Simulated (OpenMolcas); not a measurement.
# AlClF2 (SMILES [F][Al]([F])[Cl]): BP86/ANO-RCC-VTZP (DKH2), part 2 of 2

OpenMolcas 26.06. The steps go on from the part before.

### 3 The doublet cation

input.xyz

```xyz
4

F      0.997200     0.721760     1.149640
Al     0.069280    -0.050750     0.053570
F      0.273490    -1.653820    -0.164660
Cl    -1.339980     0.982810    -1.038560
```

job.input

```
* AlClF2 Kohn-Sham DFT
>>> EXPORT MOLCAS_PRINT=2
&GATEWAY
Coord=input.xyz
Basis=ANO-RCC-VTZP
Group=NoSym
&SEWARD
&SCF
UHF
Charge=1
Spin=2
KSDFT=2
1.0 GGA_X_B88
1.0 GGA_C_P86
PrOrbitals=1 1
```

On the command line:

```console
$ export MOLCAS_MEM=1860
$ pymolcas job.input > job.log
```

Standard output:

```text
--- Start Module: gateway ---

                                              &GATEWAY

                       available to each process: 1.9 GB of memory, 1 thread

++    Symmetry information:
      ---------------------

                    Character Table for C1

                             E
                    a        1  x, y, xy, Rz, z, xz, Ry, yz, Rx, I
--

++    Basis set information:
      ----------------------

      Basis set label: F.ANO-RCC...4S3P2D1F.

      Electronic valence basis set:
      ------------------
      Associated Effective Charge   9.000000 au
      Associated Actual Charge      9.000000 au
      Nuclear Model: Point charge

      Shell  nPrim  nBasis  Cartesian Spherical Contaminant
         s      14       4        X
         p       9       3        X
         d       4       2                 X
         f       3       1                 X

      Basis set label: AL.ANO-RCC...5S4P2D1F.

      Electronic valence basis set:
      ------------------
      Associated Effective Charge  13.000000 au
      Associated Actual Charge     13.000000 au
      Nuclear Model: Point charge

      Shell  nPrim  nBasis  Cartesian Spherical Contaminant
         s      17       5        X
         p      12       4        X
         d       5       2                 X
         f       3       1                 X

      Basis set label: F.ANO-RCC...4S3P2D1F.

      Electronic valence basis set:
      ------------------
      Associated Effective Charge   9.000000 au
      Associated Actual Charge      9.000000 au
      Nuclear Model: Point charge

      Shell  nPrim  nBasis  Cartesian Spherical Contaminant
         s      14       4        X
         p       9       3        X
         d       4       2                 X
         f       3       1                 X

      Basis set label: CL.ANO-RCC...5S4P2D1F.

      Electronic valence basis set:
      ------------------
      Associated Effective Charge  17.000000 au
      Associated Actual Charge     17.000000 au
      Nuclear Model: Point charge

      Shell  nPrim  nBasis  Cartesian Spherical Contaminant
         s      17       5        X
         p      12       4        X
         d       5       2                 X
         f       4       1                 X
--

++    Molecular structure info:
      -------------------------

                    ************************************************
                    **** Cartesian Coordinates / bohr, angstrom ****
                    ************************************************

     Center  Label                x              y              z                     x              y              z
        1      F1               1.884435       1.363929       2.172505              0.997200       0.721760       1.149640
        2      AL2              0.130920      -0.095904       0.101233              0.069280      -0.050750       0.053570
        3      F3               0.516821      -3.125267      -0.311162              0.273490      -1.653820      -0.164660
        4      CL4             -2.532195       1.857242      -1.962594             -1.339980       0.982810      -1.038560

                    ***************************************
                    *    InterNuclear Distances / bohr    *
                    ***************************************

               1 F1            2 AL2           3 F3            4 CL4
    1 F1       0.000000
    2 AL2      3.081573        0.000000
    3 F3       5.309599        3.081563        0.000000
    4 CL4      6.070339        3.894399        6.070348        0.000000

                    *******************************************
                    *    InterNuclear Distances / angstrom    *
                    *******************************************

               1 F1            2 AL2           3 F3            4 CL4
    1 F1       0.000000
    2 AL2      1.630698        0.000000
    3 F3       2.809719        1.630693        0.000000
    4 CL4      3.212285        2.060827        3.212290        0.000000
--

            Nuclear Potential Energy            198.34793512 au

--- Stop Module: gateway /rc=_RC_ALL_IS_WELL_ ---

--- Start Module: seward ---

                                              &SEWARD

                       available to each process: 1.9 GB of memory, 1 thread

               SEWARD will generate:
                  Multipole Moment integrals up to order  2
                  Kinetic Energy integrals
                  Nuclear Attraction integrals (point charge)
                  One-Electron Hamiltonian integrals
                  Velocity integrals
                  Relativistic Douglas-Kroll-Hess integrals:
                    - Parametrization         : EXP
                    - DKH order of Hamiltonian: 2
                    - DKH order of Properties : 0
                         - multipole moment operators
                         - electric potential operators
                         - contact operators
                  Orbital angular momentum around ( -0.3942   0.2891  -0.3055 )
                  Velocity quadrupole around ( -0.3942   0.2891  -0.3055 )
                  Atomic mean-field integrals
                  Two-Electron Repulsion integrals

                   Integrals are discarded if absolute value <: 1.00E-14
                   Integral cutoff threshold is set to       <: 1.00E-16

            Nuclear Potential Energy            198.34793512 au

      Basis set specifications :
      Symmetry species         a
      Basis functions          128

--- Stop Module: seward /rc=_RC_ALL_IS_WELL_ ---
--- Module seward spent 22 seconds ---

--- Start Module: scf ---

[... 18 lines left out ...]
      Nuclear repulsion energy =  198.34793512
[... 65 lines left out ...]
++ Convergence information
                               UHF [...]      iterations: Energy and convergence statistics
[... 28 lines left out ...]
       Convergence after  27 Iterations
[... 3 lines left out ...]
 *                                             SCF/KS-DFT Program, Final results                                             *
 *                                                       Final Results                                                       *
[... 85 lines left out ...]
                            F1                      AL2                     F3                      CL4
                     alpha        beta       alpha        beta       alpha        beta       alpha        beta
      1s           1.0004      1.0004      1.0002      1.0002      1.0004      1.0004      1.0000      1.0000
      2s           0.9602      0.9591      1.0009      1.0010      0.9602      0.9591      1.0011      1.0012
      2px          0.8959      0.8523      1.0027      1.0027      0.9236      0.8308      1.0000      1.0000
[... 34 lines of this table left out ...]
      Charge           -0.1246                  0.7528                 -0.1246                  0.4964

      Total electronic charge=   47.000000

      Total            charge=    1.000000
--

++    Static properties:
      ------------------

      LoProp Charges per center

                   F1       AL2      F3       CL4
      Nuclear      9.0000  13.0000   9.0000  17.0000
      Electronic  -9.3526 -11.5336  -9.3526 -16.7613

      Total       -0.3526   1.4664  -0.3526   0.2387
--

++    Natural Bond Order analysis
      ---------------------------
      Based on LoProp computed density
      -------------------------------------------------------------------------------------
      Atom A       Atom B       Bond Order
      -------------------------------------------------------------------------------------
      NBO located      0.998 non-bonded electrons on atom F1
      NBO located      1.000 non-bonded electrons on atom AL2
      NBO located      0.988 non-bonded electrons on atom AL2
      NBO located      0.993 non-bonded electrons on atom AL2
      NBO located      0.993 non-bonded electrons on atom AL2
      NBO located      0.992 non-bonded electrons on atom AL2
      NBO located      0.998 non-bonded electrons on atom F3
      NBO located      1.016 non-bonded electrons on atom F3
      NBO located      0.993 non-bonded electrons on atom CL4
      NBO located      1.000 non-bonded electrons on atom CL4
      NBO located      1.000 non-bonded electrons on atom CL4
      NBO located      1.000 non-bonded electrons on atom CL4
      NBO located      1.000 non-bonded electrons on atom CL4
      The remaining   11.557 electrons are to be considered as diffuse
--

++    Molecular orbitals:
      -------------------

      Title: Natural orbitals

      Molecular orbitals for symmetry species 1: a

          Orbital            1         2         3         4         5         6         7         8         9        10
          Energy         -101.4457  -55.8452  -24.5428  -24.5419   -8.9217   -6.7124   -4.3362   -5.0567   -5.1447   -2.8735
          Occ. No.          2.0000    2.0000    2.0000    2.0000    2.0000    2.0000    2.0000    2.0000    2.0000    2.0000

          Orbital           11        12        13        14        15        16        17        18        19        20
          Energy           -4.0934   -7.3283   -0.6566   -0.6103   -0.9312   -1.3306   -1.0832   -0.6222   -0.6955   -0.6112
          Occ. No.          2.0000    2.0000    2.0000    2.0000    2.0000    2.0000    2.0000    2.0000    1.9999    1.9999

          Orbital           21        22        23        24        25        26        27        28        29        30
          Energy           -0.6384   -1.0562   -0.6273   -0.6037    0.0186    0.1300    0.0464    0.6770    0.5965    0.4295
          Occ. No.          1.9998    1.9996    1.9996    1.0000    0.0004    0.0004    0.0002    0.0001    0.0001    0.0000

          Orbital           31        32        33        34        35        36        37        38        39        40
          Energy            0.7922    1.6732    1.6152    0.8203    1.3755    1.1843    0.8950    1.6733    5.0803    4.9283
          Occ. No.          0.0000    0.0000    0.0000    0.0000    0.0000    0.0000    0.0000    0.0000    0.0000    0.0000

          Orbital           41        42        43        44        45        46        47        48        49        50
          Energy            0.7628    1.1794    0.9303    0.4840    1.4993    2.1242    3.7283    0.7236    0.2367    0.3905
          Occ. No.          0.0000    0.0000    0.0000    0.0000    0.0000    0.0000    0.0000    0.0000    0.0000    0.0000

          Orbital           51        52        53        54        55        56        57        58        59        60
          Energy            0.8307    0.4323    0.8162    0.1858    1.4728    2.8562    1.4783    4.1068    0.7140    2.5261
          Occ. No.          0.0000    0.0000    0.0000    0.0000    0.0000    0.0000    0.0000    0.0000    0.0000    0.0000

          Orbital           61        62        63        64        65        66        67        68        69        70
          Energy            0.2983    0.5228    4.2549    4.5083    0.8574    5.0440    4.4959    0.4341    0.7421    4.7537
          Occ. No.          0.0000    0.0000    0.0000    0.0000    0.0000    0.0000    0.0000    0.0000    0.0000    0.0000

          Orbital           71        72        73        74        75        76        77        78        79        80
          Energy            1.5536    0.9544    1.4797    3.6218    4.7161    4.9212    1.0337    6.5200    1.6794    1.3525
          Occ. No.          0.0000    0.0000    0.0000    0.0000    0.0000    0.0000    0.0000    0.0000    0.0000    0.0000

          Orbital           81        82        83        84        85        86        87        88        89        90
          Energy            1.6203    4.7979    6.0939    1.0980    1.4210    5.7327    4.6255    4.6543    3.9202    1.0528
          Occ. No.          0.0000    0.0000    0.0000    0.0000    0.0000    0.0000    0.0000    0.0000    0.0000    0.0000

          Orbital           91        92        93        94        95        96        97        98        99       100
          Energy            6.8404    0.5079    2.6497    4.6989    4.5530    1.4066    5.3459    6.7263    2.1307    5.9714
          Occ. No.          0.0000    0.0000    0.0000    0.0000    0.0000    0.0000    0.0000    0.0000    0.0000    0.0000

          Orbital          101       102       103       104       105       106       107       108       109
          Energy            1.8868    6.2597    6.6537    1.1510    1.5470    1.2601    5.7313    0.9696    5.5893
          Occ. No.          0.0000    0.0000    0.0000    0.0000    0.0000    0.0000    0.0000    0.0000    0.0000

--

++    Molecular properties:
      ---------------------

      Charge (e):
                      =    1.0000
      Dipole Moment (debye):
      Origin of the operator (angstrom)=   -0.2086    0.1530   -0.1617
                   X= -1.8999E+00               Y=  1.3941E+00               Z= -1.4736E+00           Total=  2.7793E+00
      Center of Charge (angstrom)
                     X=   -0.60413086               Y=    0.44322275               Z=   -0.46846179
      Quadrupole Moment (debye*angstrom):
      Origin of the operator (angstrom)=   -0.2086    0.1530   -0.1617
                  XX= -2.5566E+01              XY= -2.2083E+00              XZ=  9.6803E-01              YY= -2.8949E+01
                  YZ= -2.5940E+00              ZZ= -2.6901E+01
      In traceless form (debye*angstrom)
                  XX=  2.3591E+00              XY= -3.3125E+00              XZ=  1.4520E+00              YY= -2.7153E+00
                  YZ= -3.8910E+00              ZZ=  3.5617E-01
--

--- Stop Module: scf /rc=_RC_ALL_IS_WELL_ ---
--- Module scf spent 52 seconds ---

.##################.
.# Happy landing! #.
.##################.

    Timing: Wall=75.27 User=65.83 System=9.40
```

It took 76 s on 1 thread of Arm Neoverse V1, shared host; peak memory 0.9 GiB.

### 4 Outcome

What follows sums up all 2 parts.

Level: BP86/ANO-RCC-VTZP (DKH2).

| quantity | value |
| --- | --- |
| singlet AlClF2: total energy | -904.77106 Eh |
| singlet AlClF2: dipole moment | 0.50 D |
| singlet AlClF2: HOMO energy | -8.63 eV |
| singlet AlClF2: LUMO energy | -2.40 eV |
| singlet AlClF2: HOMO–LUMO gap | 6.23 eV |
| doublet cation: total energy | -904.31735 Eh |
| doublet cation: HOMO energy (highest over α and β) | -16.29 eV |
| doublet cation: LUMO energy (lowest over α and β) | -15.87 eV |
| doublet cation: ⟨S²⟩ | 0.752 |
| vertical ionisation energy (to the doublet cation) | 12.346 eV |

**Reading.** The vertical ionisation energy comes to 12.35 eV (1191 kJ/mol). The negative HOMO energy of the first species, 8.63 eV, lies 3.72 eV below that difference. Mulliken charges (singlet AlClF2) run from -0.32 on F1 to +0.68 on Al2.
